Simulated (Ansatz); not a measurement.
# Ga720N720, 1440 atoms: cost of a run

Wanted: the time that a single point at PBE takes for Ga720N720.

Program: Ansatz 0.2.0 (single point, PBE, plane waves PAW). Host: AMD EPYC 7R13 (Zen 3), 96 cores, 96 hardware threads, 1656 GiB, 8 × H100 80GB HBM3, 81559 MiB; it was booked for these runs alone, one at a time. Each run is timed once from launch to exit, start-up included.

### 1 What is computed

The cell holds 1440 atoms in 16462 Å³, 9×8×5 copies of a database cell, with the atoms displaced at random so that no symmetry is left.

### 2 The reference run

File input.yaml:

```yaml
crystal:
  lattice:
    - [28.700370, 0.000000, 0.000000]
    - [-12.755720, 22.093560, 0.000000]
    - [0.000000, 0.000000, 25.961785]
  atoms:
    - { symbol: Ga, position: [0.077333, 0.040627, 0.100425] }
    - { symbol: Ga, position: [0.037241, 0.084643, 0.197657] }
    - { symbol: "N", position: [0.073496, 0.040488, 0.173527] }
    - { symbol: "N", position: [0.035861, 0.082530, 0.074741] }
    - { symbol: Ga, position: [0.072810, 0.042328, 0.298973] }
    - { symbol: Ga, position: [0.032580, 0.085200, 0.399213] }
    - { symbol: "N", position: [0.073038, 0.042087, 0.375537] }
    - { symbol: "N", position: [0.037111, 0.081994, 0.275478] }
    - { symbol: Ga, position: [0.071931, 0.043930, 0.497867] }
    - { symbol: Ga, position: [0.036749, 0.083363, 0.600154] }
    - { symbol: "N", position: [0.073730, 0.042424, 0.569583] }
    - { symbol: "N", position: [0.036711, 0.082879, 0.474315] }
# [... 1424 more atoms ...]
    - { symbol: Ga, position: [0.962631, 0.917990, 0.900119] }
    - { symbol: Ga, position: [0.926024, 0.958323, 0.999754] }
    - { symbol: "N", position: [0.963238, 0.916643, 0.974241] }
    - { symbol: "N", position: [0.927527, 0.959116, 0.874495] }
kpoints:
  mp_grid: { grid: [1, 1, 1] }
hamiltonian:
  xc: pbe
  pseudopotentials: { azcp: { folder: soft_1 } }
scf:
  occupations: { method: fixed }
output: { forces: true }
```

On the command line:

```console
ansatz run input.yaml --backend cuda --devices 0,1,2,3,4,5,6,7 --events-out ev --progress --plain --runs-dir out
```

The log of the run:

```text
plane waves: an SCF's and a propagation's applications of the Hamiltonian and band sums at one k-point are shared over 8 devices, and a Davidson solver's panels where they lie in blocks; all else of the SCF runs on the first
projector tables: rebuilt, as memory chose (as under --projector-tables rebuilt)
Engine: ansatz 0.2.0, x86_64-unknown-linux-gnu
Pseudopotentials: kind: paw
Pseudopotential: Ga, paw, valence charge 13, recommended cutoff 420 eV (normal), <dir>
Pseudopotential: N, paw, valence charge 5, recommended cutoff 420 eV (normal), <dir>
Functional definition: PBE
  exchange = pbe_x(kappa = kappa, mu = beta*pi^2/3)
  correlation = pbe_c(beta = beta)
device memory: the entry about to start is reckoned to put 75.40 GiB on the device at index 0 of the run's devices, which reports 78.56 GiB free (of the 8 devices that it runs on, the one named has the least room for its share)
GPU FFT provider: cuFFT
GPU libraries: cuBLAS 13.8.2, cuFFT 12.4.0, cuSOLVER 12.3.4
Crystal: 1440 atoms, lattice volume = 16462.195 Å³
Basis set: ecut = 420 eV, 321739 PW (Γ), exchange–correlation on 384×360×360 points (8 copies of the dense FFT grid, shifted against one another)
Bands: 7920, of which v1, the nominal top of the filled ones, is band 6480 counted from 1 (6479 counted from 0)
Symmetry: 1 space group operations
Space group: P1 (ITA 1), of the structure as read, at distance tolerance 2.5e-4 Å
k-points: 1
Non-local potential: Ga, projectors of the file, l = 0: 2, l = 1: 2, l = 2: 3, l = 3: 1
Non-local potential: N, projectors of the file, l = 0: 2, l = 1: 2, l = 2: 1
PAW form: soft (Blöchl's): semilocal exchange-correlation on the pseudo side does not see the compensation charge
PAW one-centre angular grid: Ga, 590 points (default); XC on 64 Gauss nodes
PAW one-centre angular grid: N, 110 points (default); XC on 64 Gauss nodes
Initial density: superposition of atomic densities (chi_scale 0.1, normalization cell, long waves kept (reshape's long-wave potential 0.08 eV rms))
Initial wavefunctions: pseudopotential atomic-orbital guess
GPU buffer pool allocated for 6220800 grid points (all kernels)
the one k-point shared over 8 GPUs
GPU transforms: local potential and band sums: pruned to the plane-wave sphere, on 192×180×180
GPU projectors: on the FFT box's points about the atoms, with room for 12928320 of them (8 bands a pass); a geometry past the room, sums that fail their trial, or a want of GPU memory keeps the tables, and a block in half precision can take them where they are
Functional: x = pbe(κ = 0.804, μ = 0.2195149727645171), c = pbe(β = 0.06672455060314922)
SCF iter   1: F=—  HF=-3001338.685982 eV  |F-HF|=—  |Δ(HF+E_count)|=         —  Δρ=1.13e-1  dr2=1.86e3  ethr=3.10e-3  ⟨swp⟩=4.0  Hψ=20293  notcnv=0  defer=1431
preconditioner: auto → Resta (q_TF=auto, 2.622 Å⁻¹)  ε∞=4.8  [insulator: Δε(μ)=2.617 eV  Ē_g=16.834 eV  n_scr=5016 (ndim 8)  ℏωp=32.9 eV  f_vac=0.000  ε∞_Penn≈4.8]
SCF iter   2: F=—  HF=-3000869.851495 eV  |F-HF|=—  |Δ(HF+E_count)|=    4.69e2  Δρ=4.68e-2  dr2=1.94e2  ethr=3.10e-3  ⟨swp⟩=2.0  Hψ=15129  notcnv=0  defer=1431
SCF iter   3: F=—  HF=-3000839.288127 eV  |F-HF|=—  |Δ(HF+E_count)|=    3.06e1  Δρ=1.84e-2  dr2=3.99e1  ethr=1.49e-3  ⟨swp⟩=2.0  Hψ=6494  notcnv=0  defer=1435
SCF iter   4: F=—  HF=-3000834.795020 eV  |F-HF|=—  |Δ(HF+E_count)|=    4.49e0  Δρ=3.37e-3  dr2=2.29e0  ethr=3.08e-4  ⟨swp⟩=2.0  Hψ=12244  notcnv=0  defer=1436
SCF iter   5: F=—  HF=-3000834.265169 eV  |F-HF|=—  |Δ(HF+E_count)|=   5.30e-1  Δρ=2.77e-3  dr2=7.75e-1  ethr=1.77e-5  ⟨swp⟩=2.0  Hψ=12971  notcnv=0  defer=1438
SCF iter   6: F=—  HF=-3000834.830159 eV  |F-HF|=—  |Δ(HF+E_count)|=   5.65e-1  Δρ=7.48e-4  dr2=7.73e-2  ethr=5.98e-6  ⟨swp⟩=2.0  Hψ=12971  notcnv=0  defer=1438
SCF iter   7: F=—  HF=-3000834.736686 eV  |F-HF|=—  |Δ(HF+E_count)|=   9.35e-2  Δρ=2.42e-4  dr2=1.00e-2  ethr=5.96e-7  ⟨swp⟩=2.0  Hψ=12971  notcnv=0  defer=1438
SCF iter   8: F=—  HF=-3000834.737994 eV  |F-HF|=—  |Δ(HF+E_count)|=   1.31e-3  Δρ=6.21e-5  dr2=5.99e-4  ethr=7.73e-8  ⟨swp⟩=2.0  Hψ=12969  notcnv=0  defer=1431
SCF iter   9: F=—  HF=-3000834.789114 eV  |F-HF|=—  |Δ(HF+E_count)|=   5.11e-2  Δρ=2.19e-5  dr2=7.36e-5  ethr=4.62e-9  ⟨swp⟩=2.0  Hψ=14400  notcnv=0  defer=1431
SCF iter  10: F=—  HF=-3000834.789121 eV  |F-HF|=—  |Δ(HF+E_count)|=   6.87e-6  Δρ=9.92e-6  dr2=1.47e-5  ethr=5.68e-10  ⟨swp⟩=2.0  Hψ=12969  notcnv=0  defer=1431
SCF iter  11: F=—  HF=-3000834.789121 eV  |F-HF|=—  |Δ(HF+E_count)|=   1.18e-7  Δρ=2.96e-6  dr2=1.26e-6  ethr=1.13e-10  ⟨swp⟩=2.0  Hψ=12969  notcnv=0  defer=1431
SCF iter  12: F=-3000834.789123 eV  HF=-3000834.789123 eV  |F-HF|=1.01e-7  |Δ(HF+E_count)|=   1.65e-6  Δρ=1.38e-6  dr2=2.86e-7  ethr=7.72e-12  ⟨swp⟩=3.0  Hψ=14444  notcnv=0
SCF 1 converged in 12 iterations: F = -3000834.789123 eV  dr2 = 2.86e-7
SCF converged after 12 iterations
Free energy (F): -3000834.789123 eV
Harris-Foulkes:  -3000834.789123 eV  (|F-HF|=1.01e-7)
Internal energy: -3000834.789123 eV  (E = F + TS)
E sigma→0 (E₀):  -3000834.789123 eV
Fermi energy:    9.772468 eV
--- Per-component energies (eV) ---
  E_band       = -4107.359952
  E_kinetic    = 173571.057369
  E_local      = -1023119.108563  (includes V_loc(G=0)·N_el)
  E_nonlocal   = -39376.732149
  E_hartree    = 646558.846228
  E_xc         = -88132.203085
  E_vxc        = -94358.641254  (∫ρ·V_xc dr)
  E_paw        = -1529693.262978  (= ΣΔE_a)
  E_vpaw       = -313942.283011  (= ΣTr[D̂ρ^β])
  E_aug_tail   = 0.512161  (compensation charges beyond the density's cutoff)
  E_ewald      = -1140643.898105
  E_smearing   = -0.000000  (= −TS)
  E_closure    = 0.000000  (closes the sum)
  Σ components = -3000834.789123   (vs F -3000834.789123, Δ=0.00e0)
--- Forces (eV/Å), atoms counted from 1 ---
  atom   1  Ga    -1.94533876    -0.30886258    -0.47073317
  atom   2  Ga    -0.23313840    -1.59182516     0.63428999
  atom   3  N      0.44170058     0.37844357     1.06662935
  atom   4  N      0.75377768     0.05843469     0.53878897
  atom   5  Ga     0.64465417    -0.43100602     0.78312545
  atom   6  Ga     2.09032667    -0.11213867     0.21398804
  atom   7  N      0.29286319    -0.06101288    -0.12474022
  atom   8  N     -0.73501969     0.91433777    -1.00956350
  atom   9  Ga     1.38313067    -0.60555307    -0.26620148
  atom  10  Ga     0.38480750     0.36393975    -1.09904537
[... 90 lines ...]
  precision      basis.precision auto
  lane           unpolarized · gamma_real
  threads        48 (pinned to 48 CPUs, interleave placement)
  calibration    none: no built-in memory-bandwidth figures match this CPU's name
  slots          uncapped (pool width), allotted ahead of the run's memory admissions
  max ram        1457.28 GiB (hard-limit-fraction, f = 0.88, none typed); plans are refused past 1324.80 GiB, but for most of what stands behind finished work (quickstart, "Runs that do not fit in memory")
  max vram       79.18 GiB (total)
  KB tables      rebuilt, as memory chose (as under --projector-tables rebuilt)
  phases
    scf            device
    dense_eigh     device
    forces_stress  device
  fallbacks
    stability_check_xc_evaluation host — XC above basis.xc_grid: 1 evaluates on host in the SCFs that minimise by scf.algorithm: direct_min and in their checks; else in an SCF that is set to minimise its free energy behind a close of the run, in any other SCF
    force_stress_xc_reevaluation  host — on the device where it can take copies there, else on the host; finer_xc_grid_close says which and why
    other_force_stress_terms      host — no device kernel
  kind                      count      payload host-blocked
  setup_upload                  9     23.9 MiB       0.006s
  buffer_upload              7407     3.43 GiB       1.380s
  buffer_download             296     2.59 GiB       1.247s
  xc_evaluation                77    762.5 MiB       0.277s
  one_centre_xc               208    632.1 MiB       0.155s
  density_spectrum_g0          12        192 B       0.053s
  norm_readback              3496     91.6 MiB      12.101s
  ritz_readback                33      9.7 MiB       3.806s
  host_view                    25     64.6 MiB       0.357s
  aug_readback                 23     28.6 MiB       0.072s
  total                     11586     7.60 GiB      19.452s
Device↔device copies:
  total                     89594  2442.37 GiB      22.259s
Peak device memory allocated by the engine, per device (the device's total in use is higher: libraries, any emulation workspace, the driver and other processes add to it):
  device         0  57.08 GiB
  device         1  38.72 GiB
  device         2  38.72 GiB
  device         3  38.72 GiB
  device         4  38.72 GiB
  device         5  38.72 GiB
  device         6  38.72 GiB
  device         7  38.72 GiB
```

Wall time 41 s, CPU time 2.8 min, peak memory 6.6 GiB, 58 GiB on the fullest card, 12 SCF iterations in all (8 GPUs, 48 threads).

Size of the job: 1 k-point, 321739 plane waves, 7920 bands, 12960 valence electrons, 1 symmetry operation.

Where the time went (the program's own counters):

```csv
phase,seconds,share of the wall time
diag,28,68 %
density,1.1,3 %
forces,1.1,3 %
complement_search,0.67,2 %
potential,0.63,2 %
```

### 3 Outcome

| quantity | value |
| --- | --- |
| reference | 41 s on 8 GPUs, 48 threads |

In the reference run the eigensolver takes 68 % of the time. The figures hold for this build, input and host.
